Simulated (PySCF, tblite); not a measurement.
# itaconyl chloride (C5H4Cl2O2): infrared bands and NMR shifts

Aim: predict the infrared bands and NMR shifts of itaconyl chloride (C5H4Cl2O2) (`C=C(CC(=O)Cl)C(=O)Cl`).

Programs: tblite 0.8.0 and PySCF 2.14.0, with density-fitted response routines of our own. Each step states its level of theory. These are calculated values for one molecule in the gas phase, unless marked as measured. Atoms count from 0, in the outputs and in this text.

**1. The starting structure**

13 atoms, charge 0, multiplicity 1; geometry from: GFN2-xTB.

Bonds of the start (Å): C0–C1 1.33, C1–C2 1.50, C2–C3 1.50, C3–O4 1.18, C3–Cl5 1.77, C1–C6 1.48, C6–O7 1.19, C6–Cl8 1.77, C0–H9 1.08, C0–H10 1.08, C2–H11 1.09, C2–H12 1.09.

**2. Vibrational analysis with GFN2-xTB**

The job: settings as JSON, then the geometry in Å.

```
{"job": {"kind": "ir", "xc": "GFN2-xTB", "basis": "xTB"}, "charge": 0, "multiplicity": 1}
C     -1.592086    -0.906425    -0.424046
C     -0.643992     0.012673    -0.246406
C      0.805951    -0.222823    -0.558304
C      1.608932    -0.351496     0.707889
O      1.218746    -0.595694     1.797143
Cl     3.336478    -0.153040     0.402056
C     -1.047610     1.309423     0.330037
O     -2.151274     1.665676     0.585105
Cl     0.313034     2.394120     0.656886
H     -1.373633    -1.883821    -0.818834
H     -2.616884    -0.692790    -0.170675
H      1.215642     0.583354    -1.167887
H      0.922307    -1.158670    -1.110691
```

**Question.** This job is followed by: GIAO PBE0/pcSseg-1 NMR shielding, non-relativistic, gas phase. What will the session give for the following? strongest single infrared mode (GFN2-xTB); zero-point energy (GFN2-xTB); ¹³C shifts against TMS (PBE0/pcSseg-1); ¹H shifts against TMS (PBE0/pcSseg-1, means over atoms taken as alike); ¹⁷O shifts against H2O (PBE0/pcSseg-1); ³⁵Cl shifts against HCl (PBE0/pcSseg-1).

As calculated:

```
                                                              quantity                                 value
                             strongest single infrared mode (GFN2-xTB)                 1797 cm⁻¹, 333 km/mol
                                          zero-point energy (GFN2-xTB)                         49.4 kcal/mol
                                ¹³C shifts against TMS (PBE0/pcSseg-1)  182.9, 175.7, 145.4, 143.7, 55.4 ppm
¹H shifts against TMS (PBE0/pcSseg-1, means over atoms taken as alike)                  7.04, 6.17, 3.89 ppm
                                ¹⁷O shifts against H2O (PBE0/pcSseg-1)                      599.7, 572.7 ppm
                               ³⁵Cl shifts against HCl (PBE0/pcSseg-1)                          478, 455 ppm
```

In words: No mode is imaginary among the 33: a minimum at this level. The strongest single mode, at 1797 cm⁻¹, moves mainly C6 and O7. GFN2-xTB is a fitted tight-binding method: band positions and strengths are rough. Its intensities can rank the bands wrongly.
